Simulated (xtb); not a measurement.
# GFN2-xTB run of CH4BF2In (SMILES FB(F)[CH2][InH2])

We compute energy and forces of CH4BF2In. 

The calculation is run with xtb 6.7.1.

4 further runs of the same task are left out: 4 set aside as unsound or not needed.

**1. The system as given**

CH4BF2In: 9 atoms, total charge 0, spin state singlet. As SMILES, `FB(F)[CH2][InH2]`. Geometry: a GFN2-xTB relaxation, a rough one for these elements and not checked as a minimum.

Bond lengths: F1–B2 1.346 Å, B2–F3 1.336 Å, B2–C4 1.513 Å, C4–In5 2.299 Å, C4–H6 1.086 Å, C4–H7 1.087 Å, In5–H8 1.728 Å, In5–H9 1.728 Å. Some angles: F1–B2–F3 112.3°, F1–B2–C4 121.7°, F3–B2–C4 123.2°, B2–C4–In5 82.5°, B2–C4–H6 117.9°, B2–C4–H7 117.6°, In5–C4–H6 113.3°, In5–C4–H7 108.8°, C4–In5–H8 119.6°, C4–In5–H9 122.0°.

**2. Energy and forces at GFN2-xTB**

Input file .CHRG:

```
0
```

Input file .UHF:

```
0
```

Input file struc.tmol:

```
$coord
     -2.095630683165     -0.592429140070      3.048033752715  f
      0.239617272603      0.104671930043      2.322945838696  b
      0.763128100908      2.493682594056      2.949408946271  f
      1.688054552606     -1.344748007545      0.329114701865  c
     -1.100538700460      0.653826341859     -2.337326654505  in
      3.645300591664     -0.825904802768     -0.004403061870  h
      1.379802427157     -3.372310755701      0.212783161633  h
     -3.845460382785     -0.867403188464     -3.236363858295  h
     -0.674273178528      3.750596131329     -3.284173929248  h
$end
```

On the command line:

```sh
$ xtb struc.tmol --grad --gfn 2 | tee struc.out
```

What values should one expect? Wanted: total energy; dipole moment; HOMO energy; LUMO energy; HOMO–LUMO gap; dispersion energy; largest force on an atom; mean polarisability.

**Answer.** As computed:

At GFN2-xTB:

| quantity | value |
| --- | --- |
| total energy | -16.15233 Eh |
| dipole moment | 2.32 D |
| HOMO energy | -11.17 eV |
| LUMO energy | -7.22 eV |
| HOMO–LUMO gap | 3.95 eV |
| dispersion energy | -11.52 kJ/mol |
| largest force on an atom | 0.035 eV/Å |
| mean polarisability (D4 model) | 64.0 bohr³ |
